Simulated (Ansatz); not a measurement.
# C₂H₂Se: small, medium and large basis sets

One table from this session's results is given with a row withheld; the runs are named, their logs left out.

The runs use Ansatz 0.2.0, Gaussian basis; one geometry, several basis sets.

The runs, in order: PBE0-D4/def2-SVP; ωB97M-V/def2-SVP; PBE0-D4/def2-QZVPP; ωB97M-V/def2-QZVPP; the functionals' def2-TZVPP values are taken from earlier runs.

### The geometry

The geometry comes from an earlier relaxation with PBE0-D4 in a triple-zeta def2 set; it is a stationary point.

SMILES `C1=C[Se]1`, 5 atoms, charge 0, spin multiplicity 1.

Atoms are counted from 1 here; the program's logs count them from 0.

Bond lengths: C1–C2 1.271 Å, C1–Se3 1.981 Å, C1–H4 1.075 Å, C2–Se3 1.981 Å, C2–H5 1.075 Å. Angles: C2–C1–Se3 71.3°, C2–C1–H4 150.9°, Se3–C1–H4 137.8°, C1–C2–Se3 71.3°, C1–C2–H5 150.9°, Se3–C2–H5 137.8°, C1–Se3–C2 37.4°.

Set-up of the first run:

in.yaml

```yaml
crystal:
  periodic: [false, false, false]
  atoms:
    - {symbol: C, position_ang: [-0.504252, -0.285482, -0.314334]}
    - {symbol: C, position_ang: [0.371553, 0.510789, 0.148279]}
    - {symbol: Se, position_ang: [0.794951, -1.324835, 0.760649]}
    - {symbol: H, position_ang: [-1.391705, -0.474040, -0.891343]}
    - {symbol: H, position_ang: [0.779353, 1.499866, 0.255449]}
basis:
  gaussian: {orbitals: def2-SVP}
hamiltonian: {xc: pbe0, dispersion: d4}
output: {orbitals: {seedname: orbitals}}
```

Run with:

```console
ansatz run in.yaml --threads 2 --pin off --events-out ev --progress --plain --max-ram 4352MiB
```

Steps of the session up to this table: PBE0-D4 in def2-SVP; ωB97M-V in def2-SVP; PBE0-D4 in def2-QZVPP; ωB97M-V in def2-QZVPP.

One table of the session follows, with a row left open; its other results are not shown here.

It belongs to the step «Density functionals: the series». 

```
functional       basis  HOMO (eV)
   PBE0-D4    def2-SVP      -5.43
   PBE0-D4  def2-TZVPP      -5.56
   PBE0-D4  def2-QZVPP      -5.59
   ωB97M-V    def2-SVP      -7.59
   ωB97M-V  def2-TZVPP          ?
   ωB97M-V  def2-QZVPP      -7.75
```

Q: Estimate the row for ωB97M-V, def2-TZVPP from the others.

As computed: HOMO (eV): -7.72. In the column «HOMO (eV)» it lies between ωB97M-V, def2-QZVPP (-7.75) and ωB97M-V, def2-SVP (-7.59).
